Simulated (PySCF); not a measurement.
# Cl6Dy ([DyCl6]3-): the cost of one run

Computed with PySCF 2.14.0 and routines of our own; the level stands in each step. Atoms count from 0.

## (1) The starting structure

7 atoms, charge -3, states of the metal's open shell are computed; geometry from: model geometry, bond lengths from ionic radii.

## (2) Ligand-field states: state-averaged CASSCF in water

What the job is given:

```
{"job": {"kind": "lf", "basis": {"metal": "x2c-TZVPall", "ligand": "x2c-SVPall"}, "nevpt": false, "solvent": "water", "roots": {"6": 21, "4": 128, "2": 130}}, "charge": -3, "metal": "Dy", "open_shell": "f9"}
Dy     0.000000     0.000000     0.000000
Cl     0.000000     0.000000     2.622000
Cl     0.000000     0.000000    -2.622000
Cl     2.622000     0.000000     0.000000
Cl    -2.622000     0.000000     0.000000
Cl     0.000000     2.622000     0.000000
Cl    -0.000000    -2.622000     0.000000
```

With the program's defaults for keys left out, this is: state-averaged CASSCF of the metal f shell, state-interaction spin-orbit coupling.

Run with:

```
$ OMP_NUM_THREADS=1 python lf_run.py task.json out
```

One launch serves the whole session: the jobs run in the order shown.

**Question.** How long does this first job take on 1 thread of Arm Neoverse V1, shared host, and how much memory does it need?

About 55 s, with a peak of 0.7 GiB.
